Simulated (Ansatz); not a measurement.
# HfB2: response to strain

Aim: deform HfB2 (zz strain of -2 %) and compute stress, forces and field gradients with LAPW, PAW and all-electron datasets made for the crystal.

Program: Ansatz 0.2.0. Level of theory: DFT PBEsol, scalar-relativistic. These are calculated values, not measurements.

## 1. The structure to begin with

Symmetry: P6/mmm, No. 191, hexagonal system. The conventional cell has a = 3.140 Å, b = 3.140 Å, c = 3.480 Å, α = 90.00°, β = 90.00°, γ = 120.00°. Hf (site symmetry 6/mmm) has 12 B at 2.51 Å as nearest neighbours. B (site symmetry -6m2) is surrounded by 3 B at 1.81 Å and 6 Hf at 2.51 Å.

Coordinates:

```
CELL_PARAMETERS angstrom
3.14000 0.00000 0.00000
-1.57000 2.71932 0.00000
0.00000 0.00000 3.48000
ATOMIC_POSITIONS crystal
Hf 0.00000 0.00000 0.00000
B 0.33333 0.66667 0.50000
B 0.66667 0.33333 0.50000
```

Atoms are numbered in the order of the input: Hf1, B2, B3.

## 2. After the deformation

Space group P6/mmm before, P6/mmm after.

## 3. LAPW, all electrons

input.yaml reads:

```yaml
crystal:
  lattice:
    - [3.1400001005, 0.0, 0.0]
    - [-1.5700000503, 2.7193198549, 0.0]
    - [0.0, 0.0, 3.4104]
  atoms:
    - { symbol: Hf, position: [0.0, 0.0, 0.0] }
    - { symbol: B, position: [0.3333333333, 0.6666666667, 0.5] }
    - { symbol: B, position: [0.6666666667, 0.3333333333, 0.5] }
kpoints:
  mp_grid: { grid: [15, 15, 12] }
  band_path:
    path:
      - [0.0, 0.0, 0.0]
      - [0.5, 0.0, 0.0]
      - [0.3333333333, 0.3333333333, 0.0]
      - [0.0, 0.0, 0.0]
      - [0.0, 0.0, 0.5]
      - [0.5, 0.0, 0.5]
      - [0.3333333333, 0.3333333333, 0.5]
      - [0.0, 0.0, 0.5]
      - [0.5, 0.0, 0.5]
    npoints: 5
scf:
  occupations: { method: fermi_dirac, width: 0.03 }
hamiltonian:
  xc: pbesol
  pseudopotentials: { kind: all_electron, lapw: { basis_error: 0.001 } }
output:
  forces: true
  stress: true
  eigenvalues: true
```

The run is started by

```bash
$ ansatz run input.yaml --threads 1 --pin off --max-ram 4096MiB --backend cpu --events-out ev --progress --plain --runs-dir out
```

## 4. PAW on the default files

input.yaml reads:

```yaml
crystal:
  lattice:
    - [3.1400001005, 0.0, 0.0]
    - [-1.5700000503, 2.7193198549, 0.0]
    - [0.0, 0.0, 3.4104]
  atoms:
    - { symbol: Hf, position: [0.0, 0.0, 0.0] }
    - { symbol: B, position: [0.3333333333, 0.6666666667, 0.5] }
    - { symbol: B, position: [0.6666666667, 0.3333333333, 0.5] }
kpoints:
  mp_grid: { grid: [15, 15, 12] }
scf:
  occupations: { method: fermi_dirac, width: 0.03 }
hamiltonian:
  xc: pbesol
  pseudopotentials: { kind: paw }
output:
  forces: true
  stress: true
  eigenvalues: true
  efg: { contact_densities: true }
```

## 5. All-electron PAW on datasets made for the crystal

input.yaml: that of step 4 with these lines changed.

```diff
@@ -15,3 +15,3 @@
   xc: pbesol
-  pseudopotentials: { kind: paw }
+  pseudopotentials: { kind: all_electron, datasets: crystal }
 output:
```

(Steps that only read results are left out.)

**Question.** What will these runs give? Wanted: pressure; largest shear or deviatoric stress.

As calculated:

| quantity | value |
| --- | --- |
| pressure | LAPW 0.46, PAW 0.40, crystal datasets 0.46 GPa |
| largest shear or deviatoric stress (LAPW) | 3.61 GPa |

What this shows: The largest part of the stress beyond the pressure is 3.61 GPa in size, in the zz component; the atoms are carried along and not relaxed. No run of the undeformed cell stands beside it, so the pressure holds what the given cell had before the change. PAW: stress within 0.12 GPa of LAPW. Crystal datasets: stress within 0.01 GPa of LAPW. Spin-orbit coupling is left out, though the cell holds Hf; in elements this heavy it can shift bands and gaps by tenths of an eV.
